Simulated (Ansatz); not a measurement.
# ClF2HSi: the cost of one run

All numbers below are computed with Ansatz 0.2.0 (RKS PBE0-D4/cc-pVDZ).

## Step 1: Starting point

Bond lengths: Si1–Cl2 2.130 Å, Si1–F3 1.590 Å, Si1–F4 1.589 Å, Si1–H5 1.459 Å. Angles: Cl2–Si1–F3 109.5°, Cl2–Si1–F4 109.5°, Cl2–Si1–H5 109.5°, F3–Si1–F4 109.5°, F3–Si1–H5 109.5°, F4–Si1–H5 109.5°.

Structure file:

```xyz
5

Si    0.0000    0.0000    0.0000
Cl    0.0000    0.0000    2.1300
F     1.4994    0.0000   -0.5295
F    -0.7489    1.2974   -0.5295
H    -0.6877   -1.1914   -0.4862
```

## Step 2: Relaxing the start

input.yaml

```yaml
crystal:
  periodic: [false, false, false]
  atoms:
    - { symbol: Si, position_ang: [0.0, 0.0, 0.0] }
    - { symbol: Cl, position_ang: [0.0, 0.0, 2.13] }
    - { symbol: F, position_ang: [1.4994, 0.0, -0.5295] }
    - { symbol: F, position_ang: [-0.7489, 1.2974, -0.5295] }
    - { symbol: H, position_ang: [-0.6877, -1.1914, -0.4862] }
basis:
  gaussian: { orbitals: cc-pVDZ }
hamiltonian:
  xc: pbe0
  dispersion: d4
relax:
  f_tol: 0.02
  max_steps: 40
```

On the command line:

```
$ ansatz run input.yaml --threads 1 --pin off --max-ram 2048MiB --backend cpu --events-out ev --progress --plain --runs-dir out
```

Q: Estimate wall time and peak memory on 1 thread of Arm Neoverse V1, shared host.

About 15 s, with a peak of 0.13 GiB.
